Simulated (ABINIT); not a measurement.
The system is Sn3Se.

```xyz
4
Lattice="4.7419 0.0000 0.0000 0.0000 4.7419 0.0000 0.0000 0.0000 4.7419" Properties=species:S:1:pos:R:3 pbc="T T T"
Sn    2.3709    2.3709    0.0000
Sn    2.3709    0.0000    2.3709
Sn    0.0000    2.3709    2.3709
Se    0.0000    0.0000    0.0000
```

The cell comes from a database or a generator and needn't be the stable form of this composition.

| Quantity | Value |
| --- | --- |
| Program | ABINIT 10.8.3 (patched build) |
| Task | single point |
| Functional | PBEsol |
| Potentials or basis | PseudoDojo NC SR PBEsol v0.4.1 standard |
| Cutoff | 1170 eV |
| k mesh | 6 × 6 × 6 |
| Occupations | fermi-dirac, width 0.05 eV |
| Spin | no spin polarisation |

On this cell: pressure -2.6 GPa; largest force zero by symmetry; band gap on the k mesh none (metal or under the smearing width).

The same run follows on a disturbed copy (atoms moved at random, drawn with an rms of 0.05 Å):

```
Sn Se
1.0
     4.74188    0.00000    0.00000
     0.00000    4.74188    0.00000
     0.00000    0.00000    4.74188
Sn Se
3 1
Direct
  0.50380 0.50400 0.99810
  0.51121 0.99162 0.49897
  0.00419 0.50945 0.51201
  0.00479 0.99229 0.99972
```

Q: What changes?

A: The energy (extrapolated to zero smearing) moves by +1.0 meV/atom; pressure -2.5 GPa; largest force 0.153 eV/Å; band gap on the k mesh none (metal or under the smearing width).

Forces on the atoms (eV/Å):
```
Sn  -0.038 -0.090  0.064
Sn   0.000  0.133 -0.077
Sn   0.032 -0.063 -0.001
Se   0.006  0.021  0.013
```
